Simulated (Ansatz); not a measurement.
# ClF2HSeZr: the cost of one run

Method: the settings change from run to run; program: Ansatz 0.2.0, Gaussian basis.

**1. The molecule**

The geometry comes from an earlier relaxation with PBE0-D4 in a triple-zeta def2 set; it is a stationary point. Zr takes a core potential in def2 sets; no spin-orbit term is included.

SMILES `[F][Zr]([F])([Cl])[SeH]`, 6 atoms, charge 0, spin multiplicity 1.

Atoms are counted from 1 here; the program's logs count them from 0.

Bond lengths: F1–Zr2 1.885 Å, Zr2–F3 1.882 Å, Zr2–Cl4 2.336 Å, Zr2–Se5 2.566 Å, Se5–H6 1.475 Å. Angles: F1–Zr2–F3 112.5°, F1–Zr2–Cl4 108.6°, F1–Zr2–Se5 108.5°, F3–Zr2–Cl4 110.1°, F3–Zr2–Se5 106.9°, Cl4–Zr2–Se5 110.3°, Zr2–Se5–H6 87.2°.

**2. wB97X/def2-SVPD**

Contents of in.yaml:

```yaml
crystal:
  periodic: [false, false, false]
  atoms:
    - {symbol: F, position_ang: [-0.503273, -1.059128, 1.600897]}
    - {symbol: Zr, position_ang: [0.318755, -0.503384, -0.001914]}
    - {symbol: F, position_ang: [2.160706, -0.888811, -0.038889]}
    - {symbol: Cl, position_ang: [-0.756053, -1.550335, -1.791947]}
    - {symbol: Se, position_ang: [0.086081, 2.045307, -0.193471]}
    - {symbol: H, position_ang: [-1.264117, 1.892351, 0.379124]}
basis:
  gaussian: {orbitals: def2-SVPD}
hamiltonian: {xc: {name: wB97X}}
output: {forces: true}
```

Started as:

```
$ ansatz run in.yaml --threads 4 --pin off --events-out ev --progress --plain --max-ram 10444MiB
```

What time and memory should one allow on 4 threads of Arm Neoverse V1, shared host?

About 9.5 s, with a peak of 0.64 GiB.
